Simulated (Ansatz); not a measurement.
# EuMo: the cost of one run

Method: DFT PBE, scalar-relativistic, plane waves, PAW, in Ansatz 0.2.0.

1 further run of the same task is left out (it didn't finish).

### Step 1. Starting point

It takes space group Pm-3m (No. 221, cubic). Conventional cell: a = 3.683 Å, b = 3.683 Å, c = 3.683 Å, α = 90.00°, β = 90.00°, γ = 90.00°. Eu (site symmetry m-3m) is surrounded by 8 Mo at 3.19 Å. Mo (site symmetry m-3m) is surrounded by 8 Eu at 3.19 Å.

As a file:

```cif
data_structure
_symmetry_space_group_name_H-M 'P 1'
_symmetry_Int_Tables_number 1
_cell_length_a 3.6831
_cell_length_b 3.6831
_cell_length_c 3.6831
_cell_angle_alpha 90.000
_cell_angle_beta 90.000
_cell_angle_gamma 90.000
_cell_volume 49.96
loop_
_atom_site_label
_atom_site_type_symbol
_atom_site_fract_x
_atom_site_fract_y
_atom_site_fract_z
_atom_site_occupancy
Eu1 Eu 0.50000 0.50000 0.50000 1
Mo1 Mo 0.00000 0.00000 0.00000 1
```

A structure generator made this guess: species swapped into a database cell of TiFe (Pm-3m, No. 221), with Eu on the Ti sites and Mo on the Fe sites. The dimensions are guesses.

### Step 2. Probe: one point on a coarse mesh

The input, input.yaml:

```yaml
crystal:
  lattice:
    - [3.68306883, 0.0, 0.0]
    - [0.0, 3.68306883, 0.0]
    - [0.0, 0.0, 3.68306883]
  atoms:
    - { symbol: Eu, position: [0.5, 0.5, 0.5], spin: 7.0 }
    - { symbol: Mo, position: [0.0, 0.0, 0.0] }
basis:
  ecutwfc: 420
kpoints:
  mp_grid: { grid: [6, 6, 6] }
hamiltonian:
  xc: pbe
scf:
  occupations: { method: gaussian, width: 0.1 }
  lower_state_search: "off"
output:
  forces: true
  stress: true
  eigenvalues: true
  populations: true
magnetization:
  spin_polarized: true
```

Launch:

```sh
> ansatz run input.yaml --threads 1 --pin off --max-ram 2048MiB --backend cpu --events-out ev --progress --plain --runs-dir out
```

Q: Estimate wall time and peak memory on 1 thread of Arm Neoverse V1, shared host.

About 7 s, with a peak of 0.32 GiB.
